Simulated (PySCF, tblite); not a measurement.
# C₃H₁₁OSi₂ radical: geometry, infrared bands and EPR parameters

What infrared bands and EPR parameters should C₃H₁₁OSi₂ radical (`C[Si](C)(C)O[SiH2]`) show?

The runs use tblite 0.8.0 and PySCF 2.14.0, with density-fitted response routines of our own; the level of theory stands in each step. All values are computed, except where a source is named. Atoms are numbered from 0 throughout.

### Step 1. The molecule as given

17 atoms, charge 0, multiplicity 2; geometry from: force field or distance geometry start.

Bonds of the start (Å): C0–Si1 1.87, Si1–C2 1.85, Si1–C3 1.87, Si1–O4 1.72, O4–Si5 1.70, C0–H6 1.12, C0–H7 1.13, C0–H8 1.10, C2–H9 1.10, C2–H10 1.10, C2–H11 1.13, C3–H12 1.08, C3–H13 1.09, C3–H14 1.12, Si5–H15 1.45, Si5–H16 1.47.

### Step 2. Relaxing the molecule with GFN2-xTB

The job: settings as JSON, then the geometry in Å.

```
{"job": {"kind": "relax", "xc": "GFN2-xTB", "basis": "xTB"}, "charge": 0, "multiplicity": 2}
C      0.307400    -1.213900     1.128700
Si    -0.246800    -0.036900    -0.216000
C     -1.674800    -0.670400    -1.204800
C     -0.785500     1.544300     0.629600
O      1.004800     0.272500    -1.348300
Si     2.431400     0.618000    -0.494800
H     -0.544000    -1.819100     1.536200
H      0.645800    -0.569800     1.990200
H      1.172500    -1.834000     0.855600
H     -1.334500    -1.110900    -2.156700
H     -2.341900    -1.334700    -0.627100
H     -2.328100     0.203300    -1.492000
H     -0.459500     2.381700     0.026100
H     -1.866600     1.471400     0.783600
H     -0.328100     1.520000     1.649800
H      3.474400     1.129100    -1.368900
H      2.866700    -0.538400     0.298900
```

Started as:

```
OMP_NUM_THREADS=1 python probes_run.py task.json out
```

One launch serves the whole session: the jobs run in the order shown.

The program printed:

```text
step      E/eV     max force
  0    -531.91059    1.992
  1    -532.13533    1.258
  2    -532.22750    0.609
  3    -532.28845    0.715
  4    -532.35613    0.577
  5    -532.38971    0.489
  6    -532.43304    0.548
  7    -532.46640    0.432
  8    -532.49255    0.361
  9    -532.51274    0.339
 10    -532.53087    0.346
 11    -532.54997    0.332
 12    -532.56919    0.358
 13    -532.58618    0.386
 14    -532.60352    0.367
 15    -532.62322    0.407
 16    -532.64118    0.314
 17    -532.65450    0.340
 18    -532.66409    0.305
 19    -532.67335    0.292
 20    -532.68392    0.219
 21    -532.69507    0.259
 22    -532.70517    0.216
 23    -532.71336    0.211
 24    -532.72145    0.218
 25    -532.72992    0.226
 26    -532.73674    0.196
 27    -532.74070    0.227
 28    -532.74570    0.186
 29    -532.75118    0.207
 30    -532.76103    0.252
 31    -532.76736    0.200
 32    -532.77181    0.113
 33    -532.77373    0.101
 34    -532.77545    0.108
 35    -532.77811    0.157
 36    -532.78210    0.166
 37    -532.78637    0.129
 38    -532.78983    0.132
 39    -532.79247    0.121
 40    -532.79446    0.155
 41    -532.79628    0.117
 42    -532.79838    0.119
 43    -532.80092    0.116
 44    -532.80399    0.139
 45    -532.80704    0.164
 46    -532.81088    0.142
 47    -532.81546    0.171
 48    -532.81807    0.213
 49    -532.82167    0.171
 50    -532.82348    0.111
 51    -532.82514    0.098
 52    -532.82630    0.102
 53    -532.82824    0.101
 54    -532.82997    0.124
 55    -532.83155    0.100
 56    -532.83274    0.074
 57    -532.83352    0.054
 58    -532.83391    0.042
 59    -532.83412    0.052
 60    -532.83439    0.041
 61    -532.83472    0.033
 62    -532.83496    0.029
 63    -532.83519    0.034
 64    -532.83542    0.035
 65    -532.83581    0.048
 66    -532.83644    0.062
 67    -532.83726    0.060
 68    -532.83793    0.058
 69    -532.83835    0.045
 70    -532.83869    0.050
 71    -532.83914    0.050
 72    -532.83977    0.055
 73    -532.84053    0.063
 74    -532.84126    0.059
 75    -532.84192    0.069
 76    -532.84246    0.070
 77    -532.84298    0.041
 78    -532.84327    0.030
 79    -532.84340    0.033
 80    -532.84360    0.034
 81    -532.84384    0.033
 82    -532.84413    0.039
 83    -532.84445    0.046
 84    -532.84483    0.055
 85    -532.84528    0.057
 86    -532.84582    0.069
 87    -532.84640    0.069
 88    -532.84700    0.083
 89    -532.84737    0.090
 90    -532.84824    0.076
 91    -532.84889    0.057
 92    -532.84944    0.044
 93    -532.84972    0.035
 94    -532.85001    0.035
 95    -532.85018    0.035
 96    -532.85037    0.029
 97    -532.85049    0.027
 98    -532.85062    0.024
 99    -532.85073    0.035
100    -532.85087    0.039
101    -532.85105    0.038
102    -532.85128    0.039
103    -532.85154    0.040
104    -532.85184    0.048
105    -532.85220    0.046
106    -532.85266    0.059
107    -532.85314    0.058
108    -532.85353    0.041
109    -532.85380    0.039
110    -532.85397    0.033
111    -532.85413    0.028
112    -532.85424    0.020
113    -532.85431    0.015
114    -532.85434    0.011
115    -532.85436    0.007
```

Run time: 0.85 s. Hardware: 1 thread of Arm Neoverse V1, shared host.

Step by step: (not every step is listed)

```
step  energy from step 0 (eV)  largest force (eV/Å)
   0                   0.0000                1.9920
   1                  -0.2247                1.2579
   2                  -0.3169                0.6088
   3                  -0.3779                0.7149
   4                  -0.4455                0.5775
   5                  -0.4791                0.4894
   6                  -0.5225                0.5476
   7                  -0.5558                0.4321
   8                  -0.5820                0.3609
  18                  -0.7535                0.3053
  28                  -0.8351                0.1862
  38                  -0.8792                0.1318
  48                  -0.9075                0.2125
  58                  -0.9233                0.0418
  68                  -0.9273                0.0581
  78                  -0.9327                0.0300
  88                  -0.9364                0.0831
  98                  -0.9400                0.0237
 108                  -0.9429                0.0407
 110                  -0.9434                0.0330
 111                  -0.9435                0.0279
 112                  -0.9437                0.0200
 113                  -0.9437                0.0151
 114                  -0.9438                0.0112
 115                  -0.9438                0.0068
```

Close pairs (by a distance rule), those that changed most:

```
  bond  before (Å)  after (Å)  change (Å)
Si1–O4       1.716      1.634      -0.082
O4–Si5       1.698      1.623      -0.075
Si1–C2       1.849      1.903      +0.055
C2–H11       1.128      1.086      -0.042
 C0–H7       1.128      1.086      -0.041
 C0–H6       1.121      1.085      -0.036
C0–Si1       1.871      1.904      +0.033
C3–H14       1.118      1.086      -0.033
```

The end geometry stands in the next job.

### Step 3. Vibrational analysis with GFN2-xTB

The job: settings as JSON, then the geometry in Å.

```
{"job": {"kind": "ir", "xc": "GFN2-xTB", "basis": "xTB"}, "charge": 0, "multiplicity": 2}
C      0.078340    -1.314745     1.339386
Si    -0.227055     0.109452     0.113213
C     -1.186444    -0.505015    -1.411542
C     -1.117207     1.563733     0.953523
O      1.216359     0.689527    -0.386297
Si     2.708212     0.625471    -1.021974
H     -0.847767    -1.652776     1.793462
H      0.742422    -1.004116     2.140826
H      0.535496    -2.169951     0.849780
H     -0.661307    -1.314320    -1.910735
H     -2.172235    -0.870020    -1.141148
H     -1.319074     0.293342    -2.135644
H     -1.218009     2.408172     0.278939
H     -2.113684     1.277140     1.273929
H     -0.575104     1.908237     1.828781
H      2.605284     0.177799    -2.405156
H      3.544775    -0.209900    -0.169253
```

The program printed:

```text
mode    cm-1     km/mol
  1     -17.9      1.97
  2      57.9      0.24
  3      61.6      1.13
  4      85.6      0.01
  5     101.8      0.02
  6     106.0      0.06
  7     158.0      0.47
  8     160.6      0.01
  9     188.1      6.63
 10     236.0     20.28
 11     239.1     20.30
 12     527.9      8.60
 13     572.4     60.32
 14     638.9    116.23
 15     671.0      4.40
 16     732.1    180.92
 17     738.0     10.88
 18     742.5     22.21
 19     775.9      0.02
 20     790.8      2.16
 21     793.1      1.87
 22     855.7    212.66
 23     857.7    235.91
 24     872.8    153.70
 25    1053.5    740.93
 26    1375.4     22.00
 27    1375.8     21.64
 28    1378.4      6.25
 29    1485.2      0.00
 30    1488.1      0.02
 31    1488.9      0.56
 32    1490.5      0.11
 33    1491.2      0.58
 34    1494.9      0.56
 35    2276.4    576.54
 36    2284.8    109.74
 37    3034.4      6.61
 38    3037.6     55.04
 39    3038.5     18.36
 40    3040.8      6.06
 41    3043.7     29.56
 42    3045.4      6.32
 43    3048.3     25.35
 44    3049.1     31.31
 45    3051.5     94.40
```

Wall time 0.62 s (1 thread of Arm Neoverse V1, shared host).

Which atoms move in the most intense modes:

```
cm⁻¹  km/mol                                   atoms
 639   116.2                      H15 39 %, H16 38 %
 732   180.9                      H15 44 %, H16 43 %
 856   212.7  Si1 23 %, H12 16 %, H14 16 %, H11 11 %
 858   235.9              Si1 24 %, H8 17 %, H9 16 %
 873   153.7   H13 15 %, Si1 15 %, H10 13 %, H6 13 %
1054   740.9                       O4 77 %, Si5 11 %
2276   576.5                      H16 60 %, H15 35 %
2285   109.7                      H15 62 %, H16 37 %
```

### Step 4. EPR parameters: B3LYP/pcH-1

The job, as its differences from that of step 3:

```diff
@@ -1,2 +1,2 @@
-{"job": {"kind": "ir", "xc": "GFN2-xTB", "basis": "xTB"}, "charge": 0, "multiplicity": 2}
+{"job": {"kind": "epr", "basis": "pcH-1"}, "charge": 0, "multiplicity": 2}
 C      0.078340    -1.314745     1.339386
```

Level: UKS B3LYP, pcH-1 on C H O Si, non-relativistic, mean-field spin-orbit, GIAO.

The program printed:

```text
UKS, coarse grid
  cycle   1  E = -775.06991388  |g| = 7.17e-01
  cycle   2  E = -774.64644026  |g| = 1.24e+00
  cycle   3  E = -775.24829022  |g| = 2.00e-01
  cycle   4  E = -775.26402236  |g| = 4.85e-02
  cycle   5  E = -775.26510835  |g| = 9.47e-03
  cycle   6  E = -775.26515420  |g| = 3.00e-03
  cycle   7  E = -775.26516020  |g| = 5.08e-04
UKS, final grid
  cycle   1  E = -775.26514287  |g| = 5.27e-04
  cycle   2  E = -775.26514271  |g| = 9.05e-04
  cycle   3  E = -775.26514299  |g| = 7.09e-05
  cycle   4  E = -775.26514299  |g| = 2.98e-05
E = -775.26514299 Eh   <S^2> = 0.7511 (exact 0.7500)
g shifts (ppm)      1          2          3
  rmc          -147       -147       -147
  gc             67         17         71
  oz_so        -530        -23       1917
  total        -610       -154       1841
hyperfine (MHz)  atom isotope    a_iso     a_fc   dipolar eigenvalues
    0   13C       0.60       0.60     -0.49     -0.21      0.70
    1  29Si     -13.58     -13.60     -4.18      2.05      2.13
    2   13C       0.30       0.30     -0.40     -0.19      0.59
    3   13C       0.01       0.01     -0.24     -0.17      0.41
    4   17O     -45.34     -45.26    -24.87     11.90     12.98
    5  29Si    -597.92    -598.94   -156.83     78.22     78.62
    6    1H       0.31       0.31     -0.64     -0.46      1.11
    7    1H      -0.20      -0.20     -0.94     -0.77      1.71
    8    1H      -0.11      -0.11     -1.02     -0.71      1.73
    9    1H      -0.12      -0.12     -1.02     -0.76      1.78
   10    1H       0.33       0.33     -0.59     -0.47      1.06
   11    1H      -0.15      -0.15     -0.88     -0.76      1.64
   12    1H      -0.03      -0.03     -0.89     -0.80      1.69
   13    1H      -0.33      -0.33     -0.50     -0.47      0.97
   14    1H       0.00       0.00     -0.85     -0.77      1.62
   15    1H      92.23      92.22     -8.80      0.73      8.07
   16    1H      92.19      92.18     -8.80      0.73      8.07
```

Run time: 95 s. Hardware: 1 thread of Arm Neoverse V1, shared host; peak memory 0.96 GiB.

Principal g values 2.00171, 2.00217, 2.00416; g(iso) = 2.00268, against 2.00232 for a free electron.

Mean a(iso) over the nuclei that a row names, and the largest dipolar term of the row (other rows stand at the frozen geometry):

```
                        nuclei  isotope  a(iso) (MHz)  a(iso) (G, at g = 2.0023)  largest dipolar term (MHz)
                           Si5     29Si        -597.9                     -213.4                      -156.8
                      H15, H16       1H          92.2                       32.9                        -8.8
                            O4      17O         -45.3                      -16.2                       -24.9
                           Si1     29Si         -13.6                       -4.8                        -4.2
                    C0, C2, C3      13C           0.3                        0.1                         0.7
H6, H7, H8, H9, H10 and 4 more       1H           0.0                        0.0                         1.8
```

Mulliken spin populations:

C0 0.00; Si1 0.00; C2 0.00; C3 0.00; O4 0.04; Si5 0.88; H6 0.00; H7 0.00; H8 0.00; H9 0.00; H10 0.00; H11 0.00; H12 0.00; H13 0.00; H14 0.00; H15 0.03; H16 0.03

In first order the couplings over 0.8 MHz of 1H give 3 distinct lines over 65.8 G, if the averaged nuclei exchange fast.

The fields below are evaluated on a grid from the run's orbitals.

ELF in a plane through or near 5 of the atoms.

Values, 10 rows by 14 columns:
```
0.00 0.00 0.00 0.00 0.00 0.00 0.00 0.00 0.00 0.00 0.00 0.00 0.00 0.00
0.00 0.00 0.00 0.00 0.00 0.00 0.00 0.00 0.00 0.00 0.00 0.00 0.00 0.00
0.00 0.00 0.06 0.26 0.04 0.00 0.01 0.02 0.00 0.00 0.00 0.00 0.00 0.00
0.00 0.05 0.96 1.00 0.64 0.01 0.01 0.01 0.04 0.15 0.03 0.00 0.00 0.00
0.00 0.02 0.85 0.99 0.39 0.64 0.62 0.18 0.65 0.52 0.89 0.51 0.00 0.00
0.00 0.01 0.25 0.18 0.14 0.82 0.83 0.16 0.90 0.69 0.99 0.80 0.00 0.00
0.00 0.07 0.97 1.00 0.65 0.20 0.15 0.08 0.06 0.07 0.07 0.02 0.00 0.00
0.00 0.00 0.52 0.88 0.27 0.00 0.06 0.76 0.23 0.00 0.00 0.00 0.00 0.00
0.00 0.00 0.00 0.00 0.00 0.00 0.02 0.34 0.10 0.00 0.00 0.00 0.00 0.00
0.00 0.00 0.00 0.00 0.00 0.00 0.00 0.00 0.00 0.00 0.00 0.00 0.00 0.00
```
The map spans 11.8 Å across and 10.2 Å up, centred on the molecule. Atoms in the plane (x, y in Å): O4 (-1.1, 0.0), Si5 (-2.7, 0.0), H13 (2.6, 0.2), H15 (-3.3, -1.2), H16 (-3.3, 1.2).

log10 of the density (e/Å³) in the same plane.

Ten even steps from ' ' (-4.0) to '@' (0.9):
```
                                                        
                                                        
                                                        
          ......        ..........                      
      ..::::----::::....::::--::::::....                
    ..::--======--::::::--------------::::..            
  ..::--++******++==----================--::..          
  ..--==++##%%##**++++++++++++++******++++==--::        
  ..--==**##%%####**######******########**++==::..      
  ..--==++**##@@%%##@@@@%%######%%%%%%%%%%**==--..      
  ..--==++**##@@%%##@@@@%%################**==--..      
  ..--==**##%%####**######************++++==--::        
  ..--==++##%%##**++++++++++++++++++++====--::..        
  ..::--++++****++==----====++++====----::..            
    ..::--======--::::::--==++++==--::..                
      ..::::--::::....::--========--::..                
          ......      ..::------::::..                  
                          ........                      
                                                        
                                                        
```
The map spans 11.8 Å across and 10.2 Å up, centred on the molecule. Atoms in the plane (x, y in Å): O4 (-1.1, 0.0), Si5 (-2.7, 0.0), H13 (2.6, 0.2), H15 (-3.3, -1.2), H16 (-3.3, 1.2).

On the surface of density 0.002 e/bohr³ the electrostatic potential runs, from the 1st to the 99th percentile, from -0.60 V near O4 to 0.92 V near H15.

The spin density lies nearest to Si5 65 %; H15, H16 about 12 % each; O4 9 %.

### Step 5. Summary of results

| quantity | value |
| --- | --- |
| strongest single infrared mode (GFN2-xTB) | 1054 cm⁻¹, 741 km/mol |
| zero-point energy (GFN2-xTB) | 81.5 kcal/mol |
| g(iso) (B3LYP) | 2.00268 |
| ⟨S²⟩ | 0.751 (exact 0.75) |
| largest a(iso) (averaged by class) | 29Si on Si5, -597.9 MHz |
| surface potential, 1st and 99th percentile | -0.60 V and 0.92 V |

In words: Relaxing lowered the energy by 0.944 eV in 115 steps; the close pair that moved most is Si1–O4, from 1.716 to 1.634 Å. The lowest mode is slightly imaginary (18i cm⁻¹), a soft motion within the noise of the Hessian, so the minimum is not strictly shown. The strongest single mode, at 1054 cm⁻¹, moves mainly O4. Unscaled tight-binding wavenumbers are off by several per cent, some by more. Its intensities can rank the bands wrongly. Si5 carries the largest spin population, 0.88 e. The isotropic g lies 0.4 ppt above the free-electron value.
